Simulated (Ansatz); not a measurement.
ZnH:

```
CELL_PARAMETERS angstrom
0.00000 2.21594 2.21594
2.21594 0.00000 2.21594
2.21594 2.21594 0.00000
ATOMIC_POSITIONS crystal
Zn 0.00000 0.00000 0.00000
H 0.25000 0.25000 0.25000
```

The cell was built by a generator and needn't be a form met in nature.

Base run:

* Program: Ansatz 0.2.0
* Functional: RPBE
* Potentials or basis: Ansatz PAW
* Cutoff: 420 eV (not typed: the program's choice for these potentials)
* k mesh: 10 × 10 × 10
* Occupations: fermi-dirac, width 0.05 eV
* Spin: no spin polarisation

Its results: band gap on the k mesh none (metal or under the smearing width); pressure 2.3 GPa.

Question: After a change of settings the same cell gave: band gap on the k mesh none (metal or under the smearing width); pressure -3.3 GPa. Which change was it?
A. functional from RPBE to BLYP
B. functional from RPBE to LDA
C. functional from RPBE to revPBE
D. functional from RPBE to PBEsol

Answer: D.

PBEsol binds more tightly than RPBE, so the same cell stands under less pressure.

Caveats: the PAW data sets come from PBE, with cores solved anew for the run's functional, which leaves a small shift of forces and pressure.

Runs at the PBE level aren't shown here.
